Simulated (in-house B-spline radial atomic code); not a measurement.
**Fe³⁺: ionisation energy by several methods**

An exercise on one series of results from a longer session: the logs are not shown, and one member is left open.

Program: in-house B-spline radial atomic code version 1. Level of theory: scalar-relativistic (X2C), several functionals, spin-polarised, exact exchange averaged over the configuration; spherical all-electron atom at the radial basis limit. These are calculated values, not measurements, unless marked.

### The system

* element: iron (Z = 26)
* charge: +3
* electrons: 23
* configuration: [Ar] 3d5
* nucleus: Fermi, rms radius 3.738 fm

Outer shells as boxes (Hund's rule):

[Ar] 3d5
```
[Ar] core
3d [↑ ][↑ ][↑ ][↑ ][↑ ]
```

Where spins are not typed, each open shell is filled with up spins first.

Set-up of the first run:

Settings of the run:

```ini
Z = 26
electrons = 23.0
configuration = [Ar] 3d5
hamiltonian = x2c
method = bhandhlyp
spin_polarised = True
nucleus = fermi
rms_radius = 3.7377
mass_number = 56
atomic_mass = 55.934935537
speed_of_light = 137.035999084
exact_exchange = averaged over the configuration
```

The run is started by

```
$ python run_scf.py task.json out
```

task.json lists these runs, among others, and the program works through them in turn.

Steps of the session up to this table: BHandHLYP; TPSSh; M06-2X; ωB97X; CAM-B3LYP; B97-1.

One table of the session follows, with a row left open; its other results are not shown here.

| method | ΔSCF (eV) |
| --- | --- |
| BHandHLYP | 54.755 |
| TPSSh | 54.956 |
| M06-2X | ? |
| B97-1 | 54.798 |
| ωB97X | 54.534 |
| CAM-B3LYP | 54.980 |

Estimate the missing values for M06-2X.

The run gave: ΔSCF (eV): 54.364. In the column «ΔSCF (eV)» it is the lowest.
